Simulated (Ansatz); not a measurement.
# CdAg3: the cost of one run

Method: DFT PBE, scalar-relativistic, plane waves, PAW, in Ansatz 0.2.0.

### 1 Starting point

It takes space group P-62m (No. 189, hexagonal). The conventional cell has a = 6.967 Å, b = 6.967 Å, c = 14.000 Å, α = 90.00°, β = 90.00°, γ = 120.00°. Cd (site symmetry -62m) is surrounded by 6 Ag at 3.34 to 3.63 Å. Around Ag (site symmetry m2m) lie 2 Cd at 3.34 to 3.63 Å and 4 Ag at 3.49 Å.

Structure file:

```cif
data_structure
_symmetry_space_group_name_H-M 'P 1'
_symmetry_Int_Tables_number 1
_cell_length_a 6.9672
_cell_length_b 6.9672
_cell_length_c 14.0000
_cell_angle_alpha 90.000
_cell_angle_beta 90.000
_cell_angle_gamma 120.000
_cell_volume 588.54
loop_
_atom_site_label
_atom_site_type_symbol
_atom_site_fract_x
_atom_site_fract_y
_atom_site_fract_z
_atom_site_occupancy
Cd1 Cd 0.00000 0.00000 0.50000 1
Ag1 Ag 0.47958 0.00000 0.50000 1
Ag2 Ag 0.00000 0.47958 0.50000 1
Ag3 Ag 0.52042 0.52042 0.50000 1
```

The cell is invented: random sheet by layer group and Wyckoff sites. The dimensions are guesses.

It is a sheet, periodic along a and b, with vacuum along c; volumes and pressures of the box carry no meaning, and space groups named for it are those of the box.

### 2 Probe: one point on a coarse mesh

input.yaml

```yaml
crystal:
  lattice:
    - [6.967233, 0.0, 0.0]
    - [-3.483616, 6.033801, 0.0]
    - [0.0, 0.0, 14.0]
  atoms:
    - { symbol: Cd, position: [0.0, 0.0, 0.5] }
    - { symbol: Ag, position: [0.47957634, 0.0, 0.5] }
    - { symbol: Ag, position: [0.0, 0.47957634, 0.5] }
    - { symbol: Ag, position: [0.52042366, 0.52042366, 0.5] }
  periodic: [true, true, false]
basis:
  ecutwfc: 420
kpoints:
  mp_grid: { grid: [3, 3, 1] }
hamiltonian:
  xc: pbe
scf:
  occupations: { method: gaussian, width: 0.1 }
  lower_state_search: "off"
output:
  forces: true
  stress: true
  eigenvalues: true
```

The run is started by

```console
$ ansatz run input.yaml --threads 1 --pin off --max-ram 2560MiB --backend cpu --events-out ev --progress --plain --runs-dir out
```

**Question.** How long does this run take on 1 thread of Arm Neoverse N1, shared host, and how much memory does it need?

About 30 s, with a peak of 0.8 GiB.
